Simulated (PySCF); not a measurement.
# BrClI2Si: the cost of one run

Programs: PySCF 2.14.0, with routines of our own; each step states its level. All values are computed. Atoms count from 0.

## 1. The starting structure

5 atoms, charge 0, multiplicity 1; geometry from: GFN2-xTB.

## 2. Geometry optimisation at PBE0-D3(BJ)/def2-SVP

Job settings and geometry (Å):

```
{"job": {"xc": "PBE0", "basis": "def2-SVP", "d3": "d3bj", "grid": 1, "maxiter": 30, "shake": 0.01, "kind": "geom"}, "charge": 0, "multiplicity": 1}
Cl     0.040940     0.167980     2.114960
Si    -0.005120     0.041350     0.107750
Br    -0.173900     2.037320    -0.840420
I      2.093390    -0.996780    -0.737680
I     -1.921730    -1.283840    -0.682510
```

Started as:

```console
$ OMP_NUM_THREADS=1 python heavy_run.py task.json out
```

The driver reads the jobs from task.json and runs them one after another.

**Question.** How long does this first job take on 1 thread of Arm Neoverse V2, shared host, and how much memory does it need?

About 53 s, with a peak of 0.54 GiB.
